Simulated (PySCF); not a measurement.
# The bond of SeH−, level by level

One table from this session's results is given with a row withheld; the runs are named, their logs left out.

The runs use PySCF 2.14.0; H def2-SVPD, Se def2-SVPD, no relativity.

1 further run of the same task is left out (set aside as unsound or not needed).

The first run:

A driver script around PySCF takes these settings:

| Item | Value |
| --- | --- |
| atoms | H, Se |
| charge | -1 |
| basis | H def2-SVPD, Se def2-SVPD |
| Hamiltonian | no relativity |
| basis functions | 49 |
| electrons treated | 36 |
| masses in u | 1.0078, 79.9165 |
| levels | PBE0, PBE, r²SCAN, PW91, PBEsol, TPSS, HSE06, HF, MP2, SCS-MP2, CCSD, CCSD(T) |
| grid | 80 radial by 434 angular points |
| occupations | held fixed by the projection of orbital angular momentum |
| dissociation limit | H + Se−, each in its ground configuration |
| starting distance in angstrom | 1.535 |
| values of 2S to try | 0, 2 |

Started as:

```bash
$ OMP_NUM_THREADS=1 python dia.py task.json out
```

Among the steps run: Input; PBE0 along the bond; PBE (GGA); r²SCAN; PW91; PBEsol (GGA); TPSS (meta-GGA); HSE06; RHF; MP2 and coupled cluster.

One of the session's tables, all rows but one given; the rest of the session is left out.

| level | Re (Å) | ωe (cm⁻¹) | De (eV) |
| --- | --- | --- | --- |
| RHF | 1.464 | 2507 | 2.50 |
| RHF-MP2 | 1.466 | 2467 | 3.46 |
| RHF-SCS-MP2 | 1.471 | 2438 | 3.47 |
| RHF-CCSD | 1.474 | 2399 | 3.47 |
| RHF-CCSD(T) | 1.476 | 2381 | 3.52 |
| PBE | 1.491 | 2310 | 3.61 |
| PBEsol | ? | ? | ? |
| PW91 | 1.490 | 2311 | 3.62 |
| TPSS | 1.485 | 2337 | 3.70 |
| r²SCAN | 1.476 | 2389 | 3.60 |
| PBE0 | 1.477 | 2404 | 3.55 |
| HSE06 | 1.478 | 2395 | 3.55 |

Estimate the missing values for PBEsol.

The run gave: Re (Å): 1.489; ωe (cm⁻¹): 2327; De (eV): 3.80. In the column «Re (Å)» it lies between TPSS (1.485) and PW91 (1.490).
